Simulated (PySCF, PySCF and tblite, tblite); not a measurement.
# C4H10B2: a path driven as rotation about a bond, and NMR exchange, part 2 of 2

PySCF and tblite. Atoms count from 0.

### Step 6. Saddle search, leg 1

Job settings and geometry (Å):

```
{"job": {"xc": "GFN2-xTB", "basis": "xTB", "kind": "saddle"}, "charge": 0, "multiplicity": 1}
B     -1.326911     1.740285    -0.058406
C     -1.095351     0.204493    -0.061278
C     -2.308589    -0.653671    -0.304095
C      0.102280    -0.399806     0.146213
B      1.491938     0.257194     0.311288
C      2.785089    -0.630141     0.168357
H     -0.453645     2.497057     0.086037
H     -2.417910     2.145824    -0.186470
H     -2.725205    -0.427595    -1.285990
H     -2.079548    -1.717338    -0.257479
H     -3.078636    -0.426142     0.431159
H      0.084615    -1.490833     0.144088
H      1.620231     1.401296     0.515445
H      3.494781    -0.441732     0.973192
H      3.307971    -0.357732    -0.749747
H      2.598890    -1.701159     0.127688
```

The log of the run:

```text
step      E/eV     max force
  0    -437.32202   0.0251
  1    -437.32462   0.1030
  2    -437.32342   0.0279
  3    -437.32451   0.0112
  4    -437.32523   0.0419
  5    -437.32478   0.0170
  6    -437.32499   0.0110
  7    -437.32526   0.0169
  8    -437.32554   0.0232
  9    -437.32578   0.0355
 10    -437.32595   0.0653
 11    -437.32644   0.0466
 12    -437.32721   0.0470
 13    -437.32764   0.0572
 14    -437.32807   0.0522
 15    -437.32886   0.1048
 16    -437.32840   0.0222
 17    -437.32888   0.0234
 18    -437.32919   0.0150
 19    -437.32957   0.0537
 20    -437.32943   0.0075
 21    -437.32966   0.0063
 22    -437.33001   0.0268
 23    -437.32979   0.0055
 24    -437.32999   0.0102
 25    -437.33020   0.0134
 26    -437.33040   0.0092
 27    -437.33064   0.0255
 28    -437.33050   0.0052
 29    -437.33064   0.0087
 30    -437.33077   0.0116
 31    -437.33089   0.0060
 32    -437.33104   0.0158
 33    -437.33118   0.0203
 34    -437.33131   0.0202
 35    -437.33142   0.0197
 36    -437.33154   0.0193
 37    -437.33160   0.0324
 38    -437.33165   0.0067
 39    -437.33167   0.0169
 40    -437.33168   0.0022
lowest wavenumbers (cm-1): -91.1 58.7 81.9 117.4 147.6 213.4
```

Wall time 5.9 s (1 thread of Arm Neoverse V1, shared host); peak memory 0.19 GiB.

Point group C1; 1 imaginary mode, 91i cm⁻¹, carried by H7, H6. It was not shown to link both ends.

### Step 7. Shieldings, start: BHandHLYP/pcSseg-1

Job settings and geometry (Å):

```
{"job": {"kind": "nmr", "xc": "BHandHLYP", "basis": "pcSseg-1", "pop": false}, "charge": 0, "multiplicity": 1}
B     -1.197568     1.673482    -0.010275
C     -1.077689     0.122331    -0.045769
C     -2.383257    -0.619477    -0.157589
C      0.098470    -0.533642     0.009816
B      1.436350     0.207546     0.107089
C      2.817264    -0.551184     0.131334
H     -1.305465     2.230045     1.012075
H     -1.270115     2.276146    -1.009718
H     -2.902769    -0.325305    -1.069457
H     -2.225607    -1.696295    -0.171705
H     -3.030976    -0.367037     0.681844
H      0.067496    -1.620816    -0.026351
H      1.412815     1.385232     0.150774
H      3.429946    -0.234004     0.974532
H      3.394489    -0.303599    -0.760069
H      2.729018    -1.634479     0.172058
```

The log of the run:

```text
coarse grid: 12720 points
cycle   1  E = -207.8718204678  dE =  5.273e-01  |g| = 3.663e-01  |ddm| = 3.277e+00
cycle   2  E = -207.8942903744  dE = -2.247e-02  |g| = 2.763e-01  |ddm| = 6.160e-01
cycle   3  E = -207.9137571037  dE = -1.947e-02  |g| = 6.268e-02  |ddm| = 2.942e-01
cycle   4  E = -207.9145607807  dE = -8.037e-04  |g| = 3.466e-02  |ddm| = 7.894e-02
cycle   5  E = -207.9148684545  dE = -3.077e-04  |g| = 2.254e-03  |ddm| = 2.909e-02
cycle   6  E = -207.9148701977  dE = -1.743e-06  |g| = 8.341e-04  |ddm| = 3.698e-03
final grid: 120968 points
cycle   7  E = -207.9439525424  dE = -1.963e-05  |g| = 3.522e-03  |ddm| = 1.406e-02
cycle   8  E = -207.9439536181  dE = -1.076e-06  |g| = 2.967e-03  |ddm| = 5.693e-03
cycle   9  E = -207.9439558779  dE = -2.260e-06  |g| = 2.233e-04  |ddm| = 2.574e-03
cycle  10  E = -207.9439558868  dE = -8.919e-09  |g| = 1.797e-04  |ddm| = 3.338e-04
cycle  11  E = -207.9439558950  dE = -8.215e-09  |g| = 2.277e-05  |ddm| = 1.700e-04
cycle  12  E = -207.9439558952  dE = -2.086e-10  |g| = 9.461e-06  |ddm| = 3.299e-05
converged SCF energy = -207.9439558952

GIAO shielding tensors (ppm)
atom      isotropic    diamagn.    paramagn.     s11        s22        s33       span
  0 B       18.637     193.107    -174.470    -45.839    -27.944    129.693    175.532
  1 C      -16.605     261.489    -278.095   -141.474    -50.231    141.888    283.362
  2 C      163.024     246.115     -83.091    151.144    154.447    183.481     32.337
  3 C       42.449     256.700    -214.252    -56.706     41.394    142.659    199.365
  4 B       34.071     192.841    -158.771    -30.246     12.123    120.335    150.581
  5 C      174.368     251.119     -76.751    155.233    182.058    185.814     30.580
  6 H       23.999      30.743      -6.744     16.831     26.235     28.929     12.098
  7 H       24.045      30.747      -6.702     16.857     26.292     28.987     12.130
  8 H       29.778      28.497       1.281     26.404     27.717     35.212      8.808
  9 H       29.709      30.232      -0.524     26.637     28.857     33.632      6.995
 10 H       29.815      28.417       1.397     26.445     27.797     35.202      8.757
 11 H       25.458      34.921      -9.463     21.232     25.464     29.678      8.446
 12 H       25.751      32.872      -7.122     20.252     27.305     29.695      9.443
 13 H       31.033      29.187       1.846     27.480     28.840     36.779      9.300
 14 H       31.204      29.334       1.871     27.686     28.898     37.030      9.345
 15 H       30.940      31.624      -0.684     27.526     29.733     35.559      8.033
```

Wall time 14 s (1 thread of Arm Neoverse V1, shared host); peak memory 0.72 GiB.

Key values: HOMO -8.36 eV, LUMO -0.46 eV; dipole 1.43 D.

### Step 8. Shieldings, saddle of leg 1: BHandHLYP/pcSseg-1

Job settings and geometry (Å):

```
{"job": {"kind": "nmr", "xc": "BHandHLYP", "basis": "pcSseg-1", "pop": false}, "charge": 0, "multiplicity": 1}
B     -1.293511     1.721858    -0.195782
C     -1.093664     0.188472    -0.074009
C     -2.321372    -0.670062    -0.236623
C      0.097466    -0.405532     0.180859
B      1.477896     0.258938     0.379781
C      2.781411    -0.579792     0.098172
H     -0.412481     2.429399    -0.485383
H     -2.357588     2.173770    -0.010027
H     -2.771729    -0.500586    -1.214496
H     -2.095942    -1.730767    -0.135785
H     -3.063259    -0.394001     0.511844
H      0.081186    -1.495116     0.238865
H      1.583202     1.355390     0.777984
H      3.258329    -0.817986     1.050454
H      3.520579    -0.013360    -0.465831
H      2.609476    -1.520627    -0.420022
```

The log of the run:

```text
coarse grid: 12720 points
cycle   1  E = -207.8759265780  dE =  4.995e-01  |g| = 3.355e-01  |ddm| = 3.248e+00
cycle   2  E = -207.9003265227  dE = -2.440e-02  |g| = 2.149e-01  |ddm| = 5.200e-01
cycle   3  E = -207.9119468361  dE = -1.162e-02  |g| = 4.846e-02  |ddm| = 2.108e-01
cycle   4  E = -207.9124497037  dE = -5.029e-04  |g| = 2.744e-02  |ddm| = 6.802e-02
cycle   5  E = -207.9126455807  dE = -1.959e-04  |g| = 2.930e-03  |ddm| = 2.417e-02
cycle   6  E = -207.9126480946  dE = -2.514e-06  |g| = 7.569e-04  |ddm| = 3.867e-03
final grid: 120968 points
cycle   7  E = -207.9418435181  dE = -1.899e-05  |g| = 3.467e-03  |ddm| = 1.327e-02
cycle   8  E = -207.9418445709  dE = -1.053e-06  |g| = 2.933e-03  |ddm| = 5.351e-03
cycle   9  E = -207.9418467777  dE = -2.207e-06  |g| = 2.026e-04  |ddm| = 2.461e-03
cycle  10  E = -207.9418467844  dE = -6.685e-09  |g| = 1.678e-04  |ddm| = 3.089e-04
cycle  11  E = -207.9418467917  dE = -7.316e-09  |g| = 2.924e-05  |ddm| = 1.553e-04
cycle  12  E = -207.9418467920  dE = -2.723e-10  |g| = 7.227e-06  |ddm| = 3.825e-05
converged SCF energy = -207.9418467920

GIAO shielding tensors (ppm)
atom      isotropic    diamagn.    paramagn.     s11        s22        s33       span
  0 B       26.206     193.119    -166.913    -30.061    -18.581    127.260    157.321
  1 C        5.864     257.512    -251.648   -119.036    -35.383    172.011    291.047
  2 C      152.598     246.665     -94.067    126.430    150.736    180.629     54.199
  3 C       14.933     257.981    -243.048   -104.670     17.789    131.679    236.349
  4 B       26.665     191.336    -164.671    -39.802     -4.979    124.776    164.578
  5 C      171.541     251.549     -80.007    148.502    182.039    184.084     35.582
  6 H       24.617      31.391      -6.774     18.533     26.757     28.561     10.028
  7 H       24.818      30.785      -5.967     18.327     27.252     28.876     10.550
  8 H       29.392      29.055       0.337     26.642     27.590     33.944      7.303
  9 H       29.911      30.736      -0.825     26.507     29.569     33.656      7.148
 10 H       29.269      29.038       0.230     26.268     27.220     34.318      8.050
 11 H       24.292      34.860     -10.569     18.075     24.601     30.199     12.124
 12 H       24.635      31.927      -7.292     19.186     26.196     28.524      9.338
 13 H       31.175      28.860       2.315     27.164     29.336     37.024      9.860
 14 H       30.628      29.330       1.299     27.196     28.610     36.079      8.883
 15 H       30.885      32.015      -1.129     27.570     29.895     35.191      7.621
```

It took 13 s on 1 thread of Arm Neoverse V1, shared host; peak memory 0.74 GiB.

Key values: HOMO -8.60 eV, LUMO -1.47 eV; dipole 0.98 D.

### Step 9. Kinetics and line shapes

Job settings and geometry (Å):

```
{"job": {"smiles": "B/C(C)=C\\BC", "charge": 0, "mult": 1, "motion": "rotation", "what": "aryl or vinyl borane", "atoms": [0, 1], "drives": [{"terms": [["t", [6, 0, 1, 2], 0.25], ["t", [6, 0, 1, 3], 0.25], ["t", [7, 0, 1, 2], 0.25], ["t", [7, 0, 1, 3], 0.25]], "by": 180, "n": 12}], "study": "path", "level": {"kind": "nmr", "xc": "BHandHLYP", "basis": "pcSseg-1"}, "fields": [100, 250, 400], "first": 1, "seed": 587, "kind": "path"}, "charge": 0, "multiplicity": 1}
B     -1.197568     1.673482    -0.010275
C     -1.077689     0.122331    -0.045769
C     -2.383257    -0.619477    -0.157589
C      0.098470    -0.533642     0.009816
B      1.436350     0.207546     0.107089
C      2.817264    -0.551184     0.131334
H     -1.305465     2.230045     1.012075
H     -1.270115     2.276146    -1.009718
H     -2.902769    -0.325305    -1.069457
H     -2.225607    -1.696295    -0.171705
H     -3.030976    -0.367037     0.681844
H      0.067496    -1.620816    -0.026351
H      1.412815     1.385232     0.150774
H      3.429946    -0.234004     0.974532
H      3.394489    -0.303599    -0.760069
H      2.729018    -1.634479     0.172058
```

The log of the run:

```text
stationary points (kcal/mol above the start)
  n  kind          group   xTB      DFT    lowest mode
  0  minimum      C1       0.00     0.00      40.9
  1  saddle       C1       0.86     1.37     -89.7
  2  minimum      C1       0.00     0.00      44.3

GFN2-xTB energies: T/K, barrier G, reaction G (kcal/mol), k forward, k back (1/s)
 150.00     1.44     0.04   5.01e+10   5.71e+10
 200.00     1.59     0.05   1.52e+11   1.72e+11
 250.00     1.76     0.06   3.03e+11   3.39e+11
 298.15     1.93     0.06   4.78e+11   5.31e+11
 350.00     2.12     0.07   6.87e+11   7.59e+11
 400.00     2.32     0.08   8.99e+11   9.89e+11
 500.00     2.73     0.09   1.33e+12   1.45e+12

BHandHLYP/pcSseg-1 + D3(BJ) energies: T/K, barrier G, reaction G (kcal/mol), k forward, k back (1/s)
 150.00     1.95     0.04   8.91e+09   1.01e+10
 200.00     2.11     0.05   4.17e+10   4.68e+10
 250.00     2.27     0.05   1.07e+11    1.2e+11
 298.15     2.44     0.06   2.01e+11   2.22e+11
 350.00     2.64     0.07   3.28e+11   3.61e+11
 400.00     2.84     0.07   4.71e+11   5.16e+11
 500.00     3.25     0.08   7.94e+11   8.64e+11
```

Wall time 46 s (1 thread of Arm Neoverse V1, shared host); peak memory 0.74 GiB. This counts the whole study up to here.

Barriers by level (kcal/mol; entropies in cal/(mol K)). Zero-point and thermal terms come from xTB in every row. ΔG‡ leaves symmetry out; the rate counts equivalent paths (a factor of 2); effective ΔG‡, where given, is the barrier that would give that rate by Eyring's equation alone:

```tsv
level	ΔE‡	with zero-point	ΔH‡	ΔS‡	ΔG‡ (298 K)	ΔE of reaction	k at 298 K (1/s)	effective ΔG‡
GFN2-xTB	0.86	1.16	0.51	-4.8	1.93	0.00	4.8e+11	1.52
BHandHLYP/pcSseg-1 + D3(BJ)	1.37	1.68	1.02	-4.8	2.44	0.00	2e+11	2.03
```

### Step 10. Summary of results

What follows sums up all 2 parts.

| quantity | value |
| --- | --- |
| barrier (BHandHLYP/pcSseg-1 + D3(BJ)) | ΔE‡ 1.4, ΔG‡(298 K) 2.4 kcal/mol |
| barrier (GFN2-xTB) | ΔE‡ 0.9 kcal/mol |
| rate at 298 K | 2e+11 s⁻¹ |
| end of the path | the start, renumbered or mirrored |

The barrier is 1.4 kcal/mol at the DFT level (xTB: 0.9); with thermal terms and the count of paths the DFT value gives a rate of 2e+11 s⁻¹ at 298 K. An error of 1.4 kcal/mol changes that rate tenfold. No two sites that the motion interchanges differ enough in shielding to show exchange. It was not proven that each saddle links the two ends.
